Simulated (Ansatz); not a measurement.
**C2H6SSi: basis-set convergence**

One table from this session's results is given with a row withheld; the runs are named, their logs left out.

Computed with Ansatz 0.2.0, Gaussian basis. Level: one geometry, several basis sets.

The runs, in order: PBE0-D4/def2-SVP; ωB97M-V/def2-SVP; PBE0-D4/def2-QZVPP; ωB97M-V/def2-QZVPP; the functionals' def2-TZVPP values are taken from earlier runs.

## Structure used throughout

An earlier PBE0-D4 in a triple-zeta def2 set relaxation fixed the geometry.

SMILES `C1CS[SiH2]1`, 10 atoms, charge 0, spin multiplicity 1.

Atoms are counted from 1 here; the program's logs count them from 0.

Bond lengths: C1–C2 1.542 Å, C1–Si4 1.879 Å, C1–H5 1.090 Å, C1–H6 1.092 Å, C2–S3 1.854 Å, C2–H7 1.090 Å, C2–H8 1.090 Å, S3–Si4 2.136 Å, Si4–H9 1.487 Å, Si4–H10 1.489 Å. Angles: C2–C1–Si4 93.6°, C2–C1–H5 113.9°, C2–C1–H6 111.0°, Si4–C1–H5 118.4°, Si4–C1–H6 110.9°, H5–C1–H6 108.3°, C1–C2–S3 103.3°, C1–C2–H7 114.1°, C1–C2–H8 112.1°, S3–C2–H7 109.7°, S3–C2–H8 108.8°, H7–C2–H8 108.7°, C2–S3–Si4 77.4°, C1–Si4–S3 83.1°, C1–Si4–H9 118.1°, C1–Si4–H10 115.6°, S3–Si4–H9 116.2°, S3–Si4–H10 114.9° and more.

Set-up of the first run:

Input file in.yaml:

```yaml
crystal:
  periodic: [false, false, false]
  atoms:
    - {symbol: C, position_ang: [-0.708806, 0.271305, -0.357525]}
    - {symbol: C, position_ang: [-0.102445, -1.142085, -0.473432]}
    - {symbol: S, position_ang: [1.169414, -1.170939, 0.875224]}
    - {symbol: Si, position_ang: [0.674939, 0.903137, 0.746107]}
    - {symbol: H, position_ang: [-0.872890, 0.762370, -1.317144]}
    - {symbol: H, position_ang: [-1.657027, 0.247663, 0.182869]}
    - {symbol: H, position_ang: [-0.819404, -1.948677, -0.319703]}
    - {symbol: H, position_ang: [0.396547, -1.296862, -1.429905]}
    - {symbol: H, position_ang: [0.304589, 1.571733, 2.022117]}
    - {symbol: H, position_ang: [1.698082, 1.751254, 0.074292]}
basis:
  gaussian: {orbitals: def2-SVP}
hamiltonian: {xc: pbe0, dispersion: d4}
output: {orbitals: {seedname: orbitals}}
```

Launch:

```sh
> ansatz run in.yaml --threads 2 --pin off --events-out ev --progress --plain --max-ram 4352MiB
```

Among the steps run: PBE0-D4 in def2-SVP; ωB97M-V in def2-SVP; PBE0-D4 in def2-QZVPP; ωB97M-V in def2-QZVPP.

One of the session's tables, all rows but one given; the rest of the session is left out.

| functional | basis | HOMO (eV) | LUMO (eV) |
| --- | --- | --- | --- |
| PBE0-D4 | def2-SVP | -6.70 | 0.20 |
| PBE0-D4 | def2-TZVPP | -6.79 | -0.15 |
| PBE0-D4 | def2-QZVPP | ? | ? |
| ωB97M-V | def2-SVP | -8.85 | 2.12 |
| ωB97M-V | def2-TZVPP | -8.96 | 1.52 |
| ωB97M-V | def2-QZVPP | -8.99 | 1.16 |

**Question.** Estimate the row for PBE0-D4, def2-QZVPP.

As computed: HOMO (eV): -6.81; LUMO (eV): -0.29. In the column «HOMO (eV)» it lies between ωB97M-V, def2-SVP (-8.85) and PBE0-D4, def2-TZVPP (-6.79).
